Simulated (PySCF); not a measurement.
# C₃H₆FN₂Si+: magnetic properties

What do calculations give for the magnetic properties of C₃H₆FN₂Si+ (`Fc1c[nH]c([SiH3])[nH+]1`)?

Computed with PySCF 2.14.0 and routines of our own; the level stands in each step. Atoms count from 0.

## Step 1: The starting structure

13 atoms, charge 1, multiplicity 1; geometry from: GFN2-xTB.

## Step 2: Magnetic properties: GIAO BHandHLYP/pcSseg-1

The job: settings as JSON, then the geometry in Å.

```
{"job": {"kind": "mag", "xc": "BHandHLYP", "basis": "pcSseg-1", "isotopologues": 2}, "charge": 1, "multiplicity": 1}
F     -2.781397    -1.437034    -0.419608
C     -1.799023    -0.610668    -0.188611
C     -1.794974     0.708167     0.154660
N     -0.476075     1.045865     0.263793
C      0.312398     0.003698     0.005397
Si     2.251774    -0.018912     0.028849
N     -0.500534    -1.023866    -0.275107
H     -2.606006     1.388283     0.318389
H     -0.141889     1.967990     0.508803
H      2.602570    -0.399057    -1.332968
H      2.571612     1.355778     0.391296
H      2.566262    -1.017154     1.042117
H     -0.209106    -1.962604    -0.514737
```

With the program's defaults for keys left out, this is: GIAO BHandHLYP/pcSseg-1 magnetisability, rotational g tensor and spin-rotation constants, non-relativistic, gas phase.

The run is started by

```
$ OMP_NUM_THREADS=1 python excited_run.py task.json out
```

This one command runs all jobs of the session in turn.

What it wrote:

```text
coarse grid: 11816 points
cycle   1  E = -616.1832637046  dE =  1.838e+00  |g| = 5.472e-01  |ddm| = 3.284e+00
cycle   2  E = -616.2049599266  dE = -2.170e-02  |g| = 5.457e-01  |ddm| = 7.843e-01
cycle   3  E = -616.2551890221  dE = -5.023e-02  |g| = 7.313e-02  |ddm| = 3.617e-01
cycle   4  E = -616.2559839737  dE = -7.950e-04  |g| = 2.817e-02  |ddm| = 6.229e-02
cycle   5  E = -616.2561249624  dE = -1.410e-04  |g| = 1.067e-02  |ddm| = 2.299e-02
cycle   6  E = -616.2561475072  dE = -2.254e-05  |g| = 2.410e-03  |ddm| = 7.626e-03
cycle   7  E = -616.2561488202  dE = -1.313e-06  |g| = 8.489e-04  |ddm| = 2.781e-03
final grid: 111376 points
cycle   8  E = -616.2883327245  dE = -1.455e-05  |g| = 3.307e-03  |ddm| = 1.325e-02
cycle   9  E = -616.2883325768  dE =  1.476e-07  |g| = 3.670e-03  |ddm| = 4.406e-03
cycle  10  E = -616.2883350092  dE = -2.432e-06  |g| = 2.894e-04  |ddm| = 2.331e-03
cycle  11  E = -616.2883350279  dE = -1.869e-08  |g| = 1.763e-04  |ddm| = 3.499e-04
cycle  12  E = -616.2883350354  dE = -7.460e-09  |g| = 6.400e-05  |ddm| = 1.655e-04
cycle  13  E = -616.2883350365  dE = -1.095e-09  |g| = 1.773e-05  |ddm| = 6.335e-05
cycle  14  E = -616.2883350366  dE = -1.138e-10  |g| = 6.590e-06  |ddm| = 2.462e-05
converged SCF energy = -616.2883350366

Magnetisability tensor (1e-30 J/T^2)
     -965.95      -15.46        3.48
      -15.46     -841.80      152.52
        3.48      152.52    -1389.32
isotropic -1065.69   principal values   -1429.06   -967.04   -800.98
isotropic susceptibility -64.178 1e-6 cm^3/mol

Inertial axes            a          b          c
rot. const./GHz      6.0956     1.2463     1.0478
chi total           -58.091    -48.382    -86.060
chi diamagnetic    -283.653   -983.505  -1157.464
chi paramagnetic    225.562    935.123   1071.404
quadrupole/D A        7.562      8.400    -15.962
g nuclear            0.6124     0.5347     0.5422
g electronic        -0.6459    -0.5475    -0.5274
g total             -0.0335    -0.0128     0.0148

Spin-rotation constants (kHz, H = +C I.J)
atom  isotope        aa         bb         cc
  0    19F        6.474      1.442      0.265
  3    14N        0.862      0.185      0.053
  6    14N        0.704      0.198      0.059
  7     1H       -0.265      0.010     -0.134
  8     1H       -0.397      0.049     -0.137
  9     1H       -0.614     -0.094     -0.016
 10     1H       -0.454     -0.005     -0.123
 11     1H       -0.614     -0.094     -0.016
 12     1H       -0.711      0.114     -0.141
  1    13C*       2.929      0.423      0.250
  2    13C*       2.287      0.398      0.142
  4    13C*       2.518      0.591      0.153
  5   29Si*      -3.233     -0.656     -0.557
* in the singly substituted isotopologue

Isotopologues: g along a, b, c
2H    at 7,8,9,10,11,12    -0.0275    -0.0120     0.0134
13C   at 1                 -0.0335    -0.0127     0.0148
```

Wall time 30 s (1 thread of Arm Neoverse N1, shared host); peak memory 0.73 GiB.

In short:

| quantity | value |
| --- | --- |
| magnetisability | -1066·10⁻³⁰ J/T² |
| molar susceptibility | -64.2·10⁻⁶ cm³/mol |
| rotational g (a, b, c) | -0.0335, -0.0128, 0.0148 |

## Step 3: Magnetic properties: GIAO wB97X/cc-pVDZ

The job, as its differences from that of step 2:

```diff
@@ -1,2 +1,2 @@
-{"job": {"kind": "mag", "xc": "BHandHLYP", "basis": "pcSseg-1", "isotopologues": 2}, "charge": 1, "multiplicity": 1}
+{"job": {"kind": "mag", "xc": "wB97X", "basis": "cc-pVDZ"}, "charge": 1, "multiplicity": 1}
 F     -2.781397    -1.437034    -0.419608
```

Method: GIAO wB97X/cc-pVDZ magnetisability, rotational g tensor and spin-rotation constants, non-relativistic, gas phase.

What it wrote:

```text
coarse grid: 11816 points
cycle   1  E = -616.3346282277  dE =  1.955e+00  |g| = 5.912e-01  |ddm| = 6.581e+00
cycle   2  E = -616.3714982685  dE = -3.687e-02  |g| = 5.550e-01  |ddm| = 1.780e+00
cycle   3  E = -616.4237490428  dE = -5.225e-02  |g| = 7.782e-02  |ddm| = 7.484e-01
cycle   4  E = -616.4248391216  dE = -1.090e-03  |g| = 2.482e-02  |ddm| = 1.516e-01
cycle   5  E = -616.4249833336  dE = -1.442e-04  |g| = 8.805e-03  |ddm| = 5.192e-02
cycle   6  E = -616.4250013654  dE = -1.803e-05  |g| = 2.018e-03  |ddm| = 1.643e-02
cycle   7  E = -616.4250026743  dE = -1.309e-06  |g| = 8.448e-04  |ddm| = 5.176e-03
final grid: 111376 points
cycle   8  E = -616.4459799105  dE = -7.349e-05  |g| = 8.143e-03  |ddm| = 6.704e-02
cycle   9  E = -616.4459804934  dE = -5.829e-07  |g| = 8.695e-03  |ddm| = 2.153e-02
cycle  10  E = -616.4459935257  dE = -1.303e-05  |g| = 4.344e-04  |ddm| = 1.037e-02
cycle  11  E = -616.4459935888  dE = -6.317e-08  |g| = 3.437e-04  |ddm| = 1.483e-03
cycle  12  E = -616.4459936154  dE = -2.655e-08  |g| = 4.749e-05  |ddm| = 5.527e-04
cycle  13  E = -616.4459936175  dE = -2.083e-09  |g| = 2.582e-05  |ddm| = 1.985e-04
cycle  14  E = -616.4459936178  dE = -3.362e-10  |g| = 9.791e-06  |ddm| = 7.009e-05
converged SCF energy = -616.4459936178

Magnetisability tensor (1e-30 J/T^2)
     -966.65      -12.94        4.24
      -12.94     -858.14      150.30
        4.24      150.30    -1397.52
isotropic -1074.10   principal values   -1436.69   -967.41   -818.20
isotropic susceptibility -64.684 1e-6 cm^3/mol

Inertial axes            a          b          c
rot. const./GHz      6.0956     1.2463     1.0478
chi total           -58.110    -49.422    -86.520
chi diamagnetic    -281.990   -981.713  -1155.707
chi paramagnetic    223.880    932.291   1069.188
quadrupole/D A        7.689      8.307    -15.995
g nuclear            0.6124     0.5347     0.5422
g electronic        -0.6411    -0.5459    -0.5263
g total             -0.0287    -0.0112     0.0159

Spin-rotation constants (kHz, H = +C I.J)
atom  isotope        aa         bb         cc
  0    19F        6.428      1.393      0.207
  3    14N        0.767      0.167      0.045
  6    14N        0.626      0.177      0.050
  7     1H       -0.274      0.007     -0.136
  8     1H       -0.410      0.047     -0.138
  9     1H       -0.617     -0.095     -0.018
 10     1H       -0.458     -0.006     -0.124
 11     1H       -0.617     -0.095     -0.018
 12     1H       -0.724      0.112     -0.143
  1    13C*       2.609      0.383      0.220
  2    13C*       2.015      0.357      0.114
  4    13C*       2.269      0.517      0.131
  5   29Si*      -2.784     -0.552     -0.485
* in the singly substituted isotopologue
```

Wall time 34 s (1 thread of Arm Neoverse N1, shared host); peak memory 0.73 GiB.

From this job:

| quantity | value |
| --- | --- |
| magnetisability | -1074·10⁻³⁰ J/T² |
| molar susceptibility | -64.7·10⁻⁶ cm³/mol |
| rotational g (a, b, c) | -0.0287, -0.0112, 0.0159 |

## Step 4: The levels compared

| level | ξ (10⁻³⁰ J/T²) | g(a) | g(b) | gap (eV) | functions | time |
| --- | --- | --- | --- | --- | --- | --- |
| GIAO BHandHLYP/pcSseg-1 | -1066 | -0.0335 | -0.0128 | 8.60 | 156 | 30 s |
| GIAO wB97X/cc-pVDZ | -1074 | -0.0287 | -0.0112 | 11.04 | 132 | 34 s |

## Step 5: Results

| quantity | value |
| --- | --- |
| magnetisability (step 2, GIAO BHandHLYP/pcSseg-1) | -1066·10⁻³⁰ J/T² |
| molar susceptibility (step 2, GIAO BHandHLYP/pcSseg-1) | -64.2·10⁻⁶ cm³/mol |
| rotational g (a, b, c) (step 2, GIAO BHandHLYP/pcSseg-1) | -0.0335, -0.0128, 0.0148 |
| magnetisability over the levels | -1074 to -1066·10⁻³⁰ J/T² |

In words: For an ion, the motion of the centre of mass in the field is left out. The magnetisability spreads by 0.8 % over 2 levels of like cost. Two levels can agree by chance, so this spread shows no convergence. Vibrational averaging and real surroundings are missing from these values.
